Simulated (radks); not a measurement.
# Ionising tungsten step by step, W⁵⁷⁺ to W⁷³⁺

The task here is to estimate one member of a computed series from the others.

Program: radks (a radial shooting solver on a logarithmic mesh, Libxc functionals) version 1. Level of theory: non-relativistic Kohn-Sham, LDA (Slater exchange, Perdew-Wang correlation), spin-unpolarised, spherical densities, point nucleus. These are calculated values, not measurements, unless marked.

## Starting point

```
element             : tungsten (Z = 74)
charges             : 57 to 73
first configuration : [Ne] 3s2 3p5
last configuration  : 1s1
```

The outer shells:

W⁵⁷⁺
```
[Ne] core
3s [↑↓]
3p [↑↓][↑↓][↑ ]
```

W⁷³⁺
```
1s [↑ ]
```

Set-up of the first run:

Input:

```text
Z 74
configuration [Ne] 3s2 3p5
relativity non-relativistic
functional lda,pw
spin unpolarised
nucleus point
```

Steps of the session up to this table: W⁵⁷⁺, [Ne] 3s2 3p5; W⁵⁸⁺, [Ne] 3s2 3p4; W⁵⁹⁺, [Ne] 3s2 3p3; W⁶⁰⁺, [Ne] 3s2 3p2; W⁶¹⁺, [Ne] 3s2 3p1; W⁶²⁺, [Ne] 3s2; W⁶³⁺, [Ne] 3s1; W⁶⁴⁺, [Ne]; W⁶⁵⁺, [He] 2s2 2p5; W⁶⁶⁺, [He] 2s2 2p4; W⁶⁷⁺, [He] 2s2 2p3; W⁶⁸⁺, [He] 2s2 2p2; W⁶⁹⁺, [He] 2s2 2p1; W⁷⁰⁺, [He] 2s2; W⁷¹⁺, [He] 2s1; W⁷²⁺, [He]; W⁷³⁺, 1s1.

One of the session's tables, all rows but one given; the rest of the session is left out.

```
species  Δ-SCF (eV)  −ε(HOMO) (eV)
   W⁵⁷⁺      5766.7         5706.2
   W⁵⁸⁺      5888.1         5827.4
   W⁵⁹⁺      6009.8         5948.9
   W⁶⁰⁺      6131.6         6070.7
   W⁶¹⁺      6253.3         6192.5
   W⁶²⁺      6499.1         6443.1
   W⁶³⁺           ?              ?
   W⁶⁴⁺     15448.2        15285.3
   W⁶⁵⁺     15775.2        15611.4
   W⁶⁶⁺     16103.6        15939.2
   W⁶⁷⁺     16432.9        16268.1
   W⁶⁸⁺     16762.4        16597.7
   W⁶⁹⁺     17090.5        16926.8
   W⁷⁰⁺     17548.5        17414.9
   W⁷¹⁺     17800.9        17680.0
   W⁷²⁺       73277          72720
   W⁷³⁺       74308          73823
```

Estimate the missing values for W⁶³⁺.

**Answer.** Δ-SCF (eV): 6606.9; −ε(HOMO) (eV): 6554.5. In the column «Δ-SCF (eV)» it lies between W⁶²⁺ (6499.1) and W⁶⁴⁺ (15448.2).

Limits of these values: Relativity is left out here, which matters for elements this heavy. Spin polarisation and multiplet splitting are left out, so open shells lie too high by an amount that depends on their filling.
